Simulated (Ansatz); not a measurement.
# ClFH3OScSi: how energies converge with the basis set

The task here is to estimate one member of a computed series from the others.

Program: Ansatz 0.2.0, Gaussian basis. Level of theory: one geometry, several basis sets. These are calculated values, not measurements.

The runs, in order: PBE0-D4/def2-SVP; ωB97M-V/def2-SVP; PBE0-D4/def2-QZVPP; ωB97M-V/def2-QZVPP; the functionals' def2-TZVPP values are taken from earlier runs.

**The geometry**

All runs share one geometry, relaxed beforehand with PBE0-D4 in a triple-zeta def2 set.

SMILES `[F][Sc]([Cl])[O][SiH3]`, 8 atoms, charge 0, spin multiplicity 1.

Atoms are counted from 1 here; the program's logs count them from 0.

Bond lengths: F1–Sc2 1.831 Å, Sc2–Cl3 2.305 Å, Sc2–O4 1.863 Å, O4–Si5 1.639 Å, Si5–H6 1.487 Å, Si5–H7 1.486 Å, Si5–H8 1.487 Å. Angles: F1–Sc2–Cl3 121.4°, F1–Sc2–O4 117.9°, Cl3–Sc2–O4 120.7°, Sc2–O4–Si5 179.5°, O4–Si5–H6 109.8°, O4–Si5–H7 110.1°, O4–Si5–H8 109.6°, H6–Si5–H7 109.0°, H6–Si5–H8 109.1°, H7–Si5–H8 109.1°.

Coordinates:

| atom | x (Å) | y (Å) | z (Å) |
| --- | --- | --- | --- |
| F1 | 1.5694 | -0.5985 | 2.7597 |
| Sc2 | 1.3195 | -0.9838 | 0.9868 |
| Cl3 | 2.5524 | -2.6171 | -0.0741 |
| O4 | 0.0303 | -0.0121 | 0.0577 |
| Si5 | -1.1060 | 0.8521 | -0.7474 |
| H6 | -2.3197 | 1.0013 | 0.0982 |
| H7 | -1.4759 | 0.1579 | -2.0085 |
| H8 | -0.5700 | 2.2002 | -1.0722 |

Set-up of the first run:

in.yaml reads:

```yaml
crystal:
  periodic: [false, false, false]
  atoms:
    - {symbol: F, position_ang: [1.569398, -0.598460, 2.759658]}
    - {symbol: Sc, position_ang: [1.319469, -0.983771, 0.986761]}
    - {symbol: Cl, position_ang: [2.552438, -2.617136, -0.074128]}
    - {symbol: O, position_ang: [0.030322, -0.012082, 0.057696]}
    - {symbol: Si, position_ang: [-1.106023, 0.852080, -0.747450]}
    - {symbol: H, position_ang: [-2.319677, 1.001272, 0.098154]}
    - {symbol: H, position_ang: [-1.475879, 0.157870, -2.008478]}
    - {symbol: H, position_ang: [-0.570048, 2.200227, -1.072223]}
basis:
  gaussian: {orbitals: def2-SVP}
hamiltonian: {xc: pbe0, dispersion: d4}
output: {orbitals: {seedname: orbitals}}
```

The run is started by

```
$ ansatz run in.yaml --threads 2 --pin off --events-out ev --progress --plain --max-ram 22528MiB --backend cpu
```

Steps of the session up to this table: PBE0-D4 in def2-SVP; ωB97M-V in def2-SVP; PBE0-D4 in def2-QZVPP; ωB97M-V in def2-QZVPP.

One table of the session follows, with a row left open; its other results are not shown here.

| functional | basis | HOMO (eV) | LUMO (eV) |
| --- | --- | --- | --- |
| PBE0-D4 | def2-SVP | -8.73 | -2.51 |
| PBE0-D4 | def2-TZVPP | ? | ? |
| PBE0-D4 | def2-QZVPP | -8.93 | -2.61 |
| ωB97M-V | def2-SVP | -10.94 | -0.75 |
| ωB97M-V | def2-TZVPP | -11.21 | -0.98 |
| ωB97M-V | def2-QZVPP | -11.22 | -0.98 |

Q: Estimate the row for PBE0-D4, def2-TZVPP from the others.

**Answer.** HOMO (eV): -8.93; LUMO (eV): -2.62.
